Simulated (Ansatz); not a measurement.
# CH₃F₃Ge: one species, many methods

Aim: compute CH₃F₃Ge with functionals from several rungs and with coupled cluster. The yardstick is the atomisation energy at the CCSD(T) limit.

The runs use Ansatz 0.2.0, Gaussian basis; functionals in def2-TZVPP, the program's frozen cores in correlated methods.

Levels to be run: LDA (SPW92), PBE-D4, revPBE-D4, BLYP-D4, r2SCAN-D4, B97M-V, PBE0-D4, B3LYP-D4, r2SCANh-D4, r2SCAN0-D4, HSE06-D4, BHLYP-D4, CAM-B3LYP-D4, LC-ωPBE, ωB97X-V, ωB97M-V, B2PLYP, PBE-QIDH; CCSD(T)/def2-SVP; CCSD(T)/def2-TZVPP; MP2/def2-QZVPP; extrapolation to the limit; RPA on PBE.

### Step 1. The relaxed structure

An earlier PBE0-D4 in a triple-zeta def2 set relaxation fixed the geometry.

SMILES `[CH3][Ge]([F])([F])[F]`, 8 atoms, charge 0, spin multiplicity 1.

Atoms are counted from 1 here; the program's logs count them from 0.

Bond lengths: C1–Ge2 1.911 Å, C1–H6 1.089 Å, C1–H7 1.089 Å, C1–H8 1.089 Å, Ge2–F3 1.714 Å, Ge2–F4 1.714 Å, Ge2–F5 1.714 Å. Angles: Ge2–C1–H6 109.2°, Ge2–C1–H7 109.2°, Ge2–C1–H8 109.2°, H6–C1–H7 109.7°, H6–C1–H8 109.7°, H7–C1–H8 109.7°, C1–Ge2–F3 113.3°, C1–Ge2–F4 113.3°, C1–Ge2–F5 113.2°, F3–Ge2–F4 105.4°, F3–Ge2–F5 105.4°, F4–Ge2–F5 105.4°.

Geometry (Å):

```xyz
8
charge 0, multiplicity 1
C    -0.8801   -0.2122    0.5567
Ge    0.7052    0.1523   -0.4456
F     2.1029   -0.5985    0.2020
F     0.6147   -0.3789   -2.0723
F     1.0825    1.8217   -0.5313
H    -1.0614   -1.2864    0.5634
H    -0.7489    0.1448    1.5776
H    -1.7228    0.3000    0.0937
```

### Step 2. LDA

This LDA is Slater exchange with PW92 correlation.

Contents of in.yaml:

```yaml
crystal:
  periodic: [false, false, false]
  atoms:
    - {symbol: C, position_ang: [-0.880138, -0.212181, 0.556726]}
    - {symbol: Ge, position_ang: [0.705247, 0.152299, -0.445604]}
    - {symbol: F, position_ang: [2.102889, -0.598506, 0.202041]}
    - {symbol: F, position_ang: [0.614734, -0.378913, -2.072310]}
    - {symbol: F, position_ang: [1.082471, 1.821715, -0.531317]}
    - {symbol: H, position_ang: [-1.061361, -1.286407, 0.563375]}
    - {symbol: H, position_ang: [-0.748909, 0.144819, 1.577608]}
    - {symbol: H, position_ang: [-1.722836, 0.299974, 0.093681]}
basis:
  gaussian: {orbitals: def2-TZVPP}
hamiltonian: {xc: lda}
output: {orbitals: {seedname: orbitals}}
```

Command:

```bash
> ansatz run in.yaml --threads 4 --pin off --events-out ev --progress --plain --max-ram 10444MiB
```

After this run come: PBE-D4 (GGA); revPBE-D4 (GGA); BLYP-D4 (GGA); r2SCAN-D4 (meta-GGA); B97M-V (meta-GGA); B3LYP-D4 (hybrid); r2SCANh-D4 (hybrid); r2SCAN0-D4 (hybrid); HSE06-D4 (hybrid); BHLYP-D4 (hybrid); CAM-B3LYP-D4 (range-separated); LC-ωPBE (range-separated); ωB97X-V (range-separated); ωB97M-V (range-separated); B2PLYP (double hybrid); PBE-QIDH (double hybrid); CCSD(T) in def2-SVP; CCSD(T) in def2-TZVPP; MP2 in def2-QZVPP; RPA on PBE orbitals.

**Question.** What will the summary of the whole plan be? Wanted: atomisation energy, CCSD(T)/CBS; farthest beyond LDA; mean size of error, GGA; mean size of error, meta-GGA; mean size of error, hybrid; mean size of error, range-separated; mean size of error, double hybrid; gap, smallest and largest; T1 diagnostic.

**Answer**, as computed:

```
                               quantity                                                       value
        atomisation energy, CCSD(T)/CBS                                                   31.798 eV
    functionals within 0.318 eV (1.0 %)  r2SCAN-D4, B97M-V, CAM-B3LYP-D4, LC-ωPBE, ωB97X-V, ωB97M-V
                    farthest beyond LDA                                        BHLYP-D4 (-1.620 eV)
                mean size of error, GGA                                                    0.450 eV
           mean size of error, meta-GGA                                                    0.062 eV
             mean size of error, hybrid                                                    0.714 eV
    mean size of error, range-separated                                                    0.151 eV
      mean size of error, double hybrid                                                    0.443 eV
              gap, smallest and largest                       7.59 eV (BLYP-D4), 15.45 eV (LC-ωPBE)
                          T1 diagnostic                                                      0.0119
triples share of the correlation energy                                                       3.1 %
```

The LDA atomisation energy is off by 4.701 eV (15 %): it overbinds. PBE-D4 is off by +0.343 eV. Double hybrids carry the basis error of their MP2 part in triple zeta, and no dispersion term here, so their miss is partly the set-up's. The rungs meta-GGA, range-separated miss on average by less than the doubt on the reference (0.318 eV), so they tie. The reference freezes the cores and leaves out relativity and excitations past (T), and its outer-core shells are covered unevenly, so misses under about 0.318 eV can't be ranked. Hartree-Fock recovers 73 % of the binding; the rest is correlation. CCSD(T) in def2-SVP is off by -2.040 eV, more than most functionals: a good method in a small basis is no reference. Orbital gaps span 7.6 to 15.5 eV; exact exchange widens them. Correlated methods include outer-core shells of Ge, which these sets cover unevenly.
